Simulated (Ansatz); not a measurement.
# ClFH₃NOTi: how energies converge with the basis set

Aim: see how fast density functionals converge with the basis set for ClFH₃NOTi.

Method: one geometry, several basis sets; program: Ansatz 0.2.0, Gaussian basis.

The runs, in order: PBE0-D4/def2-SVP; ωB97M-V/def2-SVP; PBE0-D4/def2-QZVPP; ωB97M-V/def2-QZVPP; the functionals' def2-TZVPP values are taken from earlier runs.

### 1 The relaxed structure

An earlier PBE0-D4 in a triple-zeta def2 set relaxation fixed the geometry.

SMILES `[NH2][Ti]([OH])([F])[Cl]`, 8 atoms, charge 0, spin multiplicity 1.

Atoms are counted from 1 here; the program's logs count them from 0.

Bond lengths: N1–Ti2 1.854 Å, N1–H6 1.010 Å, N1–H7 1.011 Å, Ti2–O3 1.765 Å, Ti2–F4 1.759 Å, Ti2–Cl5 2.218 Å, O3–H8 0.957 Å. Angles: Ti2–N1–H6 124.3°, Ti2–N1–H7 124.5°, H6–N1–H7 111.2°, N1–Ti2–O3 106.6°, N1–Ti2–F4 109.0°, N1–Ti2–Cl5 110.0°, O3–Ti2–F4 114.3°, O3–Ti2–Cl5 110.1°, F4–Ti2–Cl5 106.8°, Ti2–O3–H8 145.1°.

### 2 PBE0-D4 in def2-SVP

in.yaml

```yaml
crystal:
  periodic: [false, false, false]
  atoms:
    - {symbol: N, position_ang: [-1.061816, 0.916497, 0.144941]}
    - {symbol: Ti, position_ang: [0.381359, -0.136813, -0.351148]}
    - {symbol: O, position_ang: [0.480878, -1.443069, 0.830923]}
    - {symbol: F, position_ang: [0.151973, -0.676501, -2.009812]}
    - {symbol: Cl, position_ang: [2.244928, 1.064923, -0.318094]}
    - {symbol: H, position_ang: [-1.517479, 0.869226, 1.045527]}
    - {symbol: H, position_ang: [-1.475347, 1.631980, -0.437423]}
    - {symbol: H, position_ang: [0.887704, -2.283445, 1.039385]}
basis:
  gaussian: {orbitals: def2-SVP}
hamiltonian: {xc: pbe0, dispersion: d4}
output: {orbitals: {seedname: orbitals}}
```

Run with:

```bash
$ ansatz run in.yaml --threads 4 --pin off --events-out ev --progress --plain --max-ram 10444MiB
```

Further steps of the session: ωB97M-V in def2-SVP; PBE0-D4 in def2-QZVPP; ωB97M-V in def2-QZVPP.

Q: Predict the results of all the runs planned. Wanted: PBE0-D4: double and triple zeta above quadruple; ωB97M-V: double and triple zeta above quadruple.

As calculated:

| quantity | value |
| --- | --- |
| PBE0-D4: double and triple zeta above quadruple | 16.44, 1.16 eV |
| ωB97M-V: double and triple zeta above quadruple | 16.51, 1.09 eV |

In words: For PBE0-D4 the step from double to triple zeta gains 15.28 eV and the next only 1.16 eV. These are total energies; as a rule much of such shifts cancels in differences, which this series doesn't test.
